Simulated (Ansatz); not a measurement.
**SbH₃O: small, medium and large basis sets**

The task here is to estimate one member of a computed series from the others.

Computed with Ansatz 0.2.0, Gaussian basis. Level: one geometry, several basis sets.

Levels to be run: PBE0-D4/def2-SVP; ωB97M-V/def2-SVP; PBE0-D4/def2-QZVPP; ωB97M-V/def2-QZVPP; the functionals' def2-TZVPP values are taken from earlier runs.

## The relaxed structure

An earlier PBE0-D4 in a triple-zeta def2 set relaxation fixed the geometry. Sb takes the def2 core potential; no spin-orbit term is included.

5 atoms, charge 0, spin multiplicity 1.

Atoms are counted from 1 here; the program's logs count them from 0.

Bond lengths: O1–Sb2 1.974 Å, O1–H3 0.960 Å, Sb2–H4 1.713 Å, Sb2–H5 1.713 Å. Angles: Sb2–O1–H3 109.6°, O1–Sb2–H4 94.3°, O1–Sb2–H5 94.3°, H4–Sb2–H5 90.6°.

The first run:

Input file in.yaml:

```yaml
crystal:
  periodic: [false, false, false]
  atoms:
    - {symbol: O, position_ang: [0.376495, -0.787162, 0.846016]}
    - {symbol: Sb, position_ang: [0.012647, 0.161129, -0.846505]}
    - {symbol: H, position_ang: [0.890133, -1.578498, 0.668249]}
    - {symbol: H, position_ang: [-1.642159, 0.427258, -0.491511]}
    - {symbol: H, position_ang: [0.412884, 1.703673, -0.217650]}
basis:
  gaussian: {orbitals: def2-SVP}
hamiltonian: {xc: pbe0, dispersion: d4}
output: {orbitals: {seedname: orbitals}}
```

Launch:

```sh
ansatz run in.yaml --threads 2 --pin off --events-out ev --progress --plain --max-ram 4352MiB
```

Among the steps run: PBE0-D4 in def2-SVP; ωB97M-V in def2-SVP; PBE0-D4 in def2-QZVPP; ωB97M-V in def2-QZVPP.

One table of the session follows, with a row left open; its other results are not shown here.

It belongs to the step «Density functionals: the series». 

```
functional       basis  HOMO (eV)
   PBE0-D4    def2-SVP      -7.22
   PBE0-D4  def2-TZVPP      -7.39
   PBE0-D4  def2-QZVPP          ?
   ωB97M-V    def2-SVP      -9.31
   ωB97M-V  def2-TZVPP      -9.51
   ωB97M-V  def2-QZVPP      -9.55
```

Q: Estimate the row for PBE0-D4, def2-QZVPP from the others.

The run gave: HOMO (eV): -7.43. In the column «HOMO (eV)» it lies between ωB97M-V, def2-SVP (-9.31) and PBE0-D4, def2-TZVPP (-7.39).
